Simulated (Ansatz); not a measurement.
# Li: the cost of one run

Method: DFT PBE, plane waves, PAW, scalar-relativistic, no spin polarisation, in Ansatz 0.2.0.

## (1) The starting structure

The cell holds 16 atoms (Li16): a = 7.205 Å, b = 7.205 Å, c = 7.205 Å, α = 90.00°, β = 90.00°, γ = 90.00°.

Coordinates:

```xyz
16
Lattice="7.2053 0.0000 0.0000 0.0000 7.2053 0.0000 0.0000 0.0000 7.2053" Properties=species:S:1:pos:R:3 pbc="T T T"
Li    0.0000    0.0000    0.0000
Li    3.6027    0.0000    0.0000
Li    0.0000    3.6027    0.0000
Li    0.0000    0.0000    3.6027
Li    1.8013    1.8013    1.8013
Li    3.6027    3.6027    0.0000
Li    3.6027    0.0000    3.6027
Li    5.4040    1.8013    1.8013
Li    0.0000    3.6027    3.6027
Li    1.8013    5.4040    1.8013
Li    1.8013    1.8013    5.4040
Li    3.6027    3.6027    3.6027
Li    5.4040    5.4040    1.8013
Li    5.4040    1.8013    5.4040
Li    1.8013    5.4040    5.4040
Li    5.4040    5.4040    5.4040
```

## (2) Run 1

290 steps of 1.5 fs at constant energy, with velocities drawn for 2600 K.

input.yaml reads:

```yaml
accuracy: low
crystal:
  lattice:
    - [7.205315, 0.0, 0.0]
    - [0.0, 7.205315, 0.0]
    - [0.0, 0.0, 7.205315]
  atoms:
    - { symbol: Li, position: [0.0, 0.0, 0.0] }
    - { symbol: Li, position: [0.5, 0.0, 0.0] }
    - { symbol: Li, position: [0.0, 0.5, 0.0] }
    - { symbol: Li, position: [0.0, 0.0, 0.5] }
    - { symbol: Li, position: [0.25, 0.25, 0.25] }
    - { symbol: Li, position: [0.5, 0.5, 0.0] }
    - { symbol: Li, position: [0.5, 0.0, 0.5] }
    - { symbol: Li, position: [0.75, 0.25, 0.25] }
    - { symbol: Li, position: [0.0, 0.5, 0.5] }
    - { symbol: Li, position: [0.25, 0.75, 0.25] }
    - { symbol: Li, position: [0.25, 0.25, 0.75] }
    - { symbol: Li, position: [0.5, 0.5, 0.5] }
    - { symbol: Li, position: [0.75, 0.75, 0.25] }
    - { symbol: Li, position: [0.75, 0.25, 0.75] }
    - { symbol: Li, position: [0.25, 0.75, 0.75] }
    - { symbol: Li, position: [0.75, 0.75, 0.75] }
basis:
  ecutwfc: 420.0
kpoints:
  mp_grid: { grid: [2, 2, 2] }
hamiltonian:
  xc: pbe
scf:
  occupations: { method: fermi_dirac, width: 0.11 }
  lower_state_search: "off"
md:
  timestep: 1.5
  n_steps: 290
  ensemble: nve
  temperature: 2600.0
  initial_velocities: maxwell_boltzmann
  seed: 195384
```

On the command line:

```sh
> ansatz run input.yaml --threads 1 --pin off --max-ram 3072MiB --backend cpu --events-out ev --progress --plain --runs-dir out
```

**Question.** How long does this run take on 1 thread of AMD EPYC 7B13 (Zen 3), shared host, and how much memory does it need?

About 12 min, with a peak of 0.61 GiB.
